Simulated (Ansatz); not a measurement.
# CH6BSbSe: one species, many methods

One table from this session's results is given with a row withheld; the runs are named, their logs left out.

The runs use Ansatz 0.2.0, Gaussian basis; functionals in def2-TZVPP, the program's frozen cores in correlated methods.

Levels to be run: LDA (SPW92), PBE-D4, revPBE-D4, BLYP-D4, r2SCAN-D4, B97M-V, PBE0-D4, B3LYP-D4, r2SCANh-D4, r2SCAN0-D4, HSE06-D4, BHLYP-D4, CAM-B3LYP-D4, LC-ωPBE, ωB97X-V, ωB97M-V, B2PLYP, PBE-QIDH; CCSD(T)/def2-SVP; CCSD(T)/def2-TZVPP; MP2/def2-QZVPP; extrapolation to the limit; RPA on PBE.

### Structure used throughout

All runs share one geometry, relaxed beforehand with PBE0-D4 in a triple-zeta def2 set. Sb takes the def2 core potential; no spin-orbit term is included.

10 atoms, charge 0, spin multiplicity 1.

Atoms are counted from 1 here; the program's logs count them from 0.

Bond lengths: Se1–C2 1.997 Å, Se1–B3 2.230 Å, Se1–H5 1.469 Å, C2–B3 1.549 Å, C2–H6 1.087 Å, C2–H7 1.087 Å, B3–Sb4 2.261 Å, B3–H8 1.194 Å, Sb4–H9 1.711 Å, Sb4–H10 1.706 Å. Angles: C2–Se1–B3 42.6°, C2–Se1–H5 94.9°, B3–Se1–H5 94.9°, Se1–C2–B3 76.8°, Se1–C2–H6 106.4°, Se1–C2–H7 109.0°, B3–C2–H6 121.7°, B3–C2–H7 121.7°, H6–C2–H7 112.1°, Se1–B3–C2 60.7°, Se1–B3–Sb4 108.7°, Se1–B3–H8 106.9°, C2–B3–Sb4 118.7°, C2–B3–H8 119.2°, Sb4–B3–H8 121.2°, B3–Sb4–H9 91.7°, B3–Sb4–H10 94.9°, H9–Sb4–H10 91.9°.

The first run:

in.yaml reads:

```yaml
crystal:
  periodic: [false, false, false]
  atoms:
    - {symbol: Se, position_ang: [1.860066, -0.079793, 0.776389]}
    - {symbol: C, position_ang: [-0.051911, 0.093122, 1.324774]}
    - {symbol: B, position_ang: [-0.146623, -0.316692, -0.165817]}
    - {symbol: Sb, position_ang: [-0.412857, 1.302158, -1.721908]}
    - {symbol: H, position_ang: [1.978949, -1.488732, 1.174849]}
    - {symbol: H, position_ang: [-0.188609, 1.123675, 1.643177]}
    - {symbol: H, position_ang: [-0.254933, -0.612685, 2.125637]}
    - {symbol: H, position_ang: [-0.263811, -1.471295, -0.447193]}
    - {symbol: H, position_ang: [-2.116332, 1.159161, -1.653194]}
    - {symbol: H, position_ang: [-0.320639, 0.239883, -3.053912]}
basis:
  gaussian: {orbitals: def2-TZVPP}
hamiltonian: {xc: lda}
output: {orbitals: {seedname: orbitals}}
```

The run is started by

```bash
ansatz run in.yaml --threads 4 --pin off --events-out ev --progress --plain --max-ram 10444MiB
```

Among the steps run: LDA; PBE-D4 (GGA); revPBE-D4 (GGA); BLYP-D4 (GGA); r2SCAN-D4 (meta-GGA); B97M-V (meta-GGA); PBE0-D4 (hybrid); B3LYP-D4 (hybrid); r2SCANh-D4 (hybrid); r2SCAN0-D4 (hybrid); HSE06-D4 (hybrid); BHLYP-D4 (hybrid); CAM-B3LYP-D4 (range-separated); LC-ωPBE (range-separated); ωB97X-V (range-separated); ωB97M-V (range-separated); B2PLYP (double hybrid); PBE-QIDH (double hybrid).

One table of the session follows, with a row left open; its other results are not shown here.

It belongs to the step «Frontier levels by functional». 

```
  functional  HOMO (eV)  gap (eV)
 LDA (SPW92)      -5.60      3.72
      PBE-D4      -5.47      3.77
   revPBE-D4      -5.41      3.80
     BLYP-D4      -5.34      3.75
   r2SCAN-D4      -5.70      4.27
      B97M-V      -5.67      4.18
     PBE0-D4      -6.46      5.67
    B3LYP-D4      -6.29      5.26
  r2SCANh-D4      -6.06      4.97
  r2SCAN0-D4      -6.61      5.99
    HSE06-D4      -6.07      4.91
    BHLYP-D4      -7.35      7.46
CAM-B3LYP-D4      -7.69      7.92
     LC-ωPBE      -8.92     10.33
     ωB97X-V          ?         ?
     ωB97M-V      -8.52      9.54
```

Estimate the missing values for ωB97X-V.

**Answer.** HOMO (eV): -8.63; gap (eV): 9.88. In the column «HOMO (eV)» it lies between LC-ωPBE (-8.92) and ωB97M-V (-8.52).
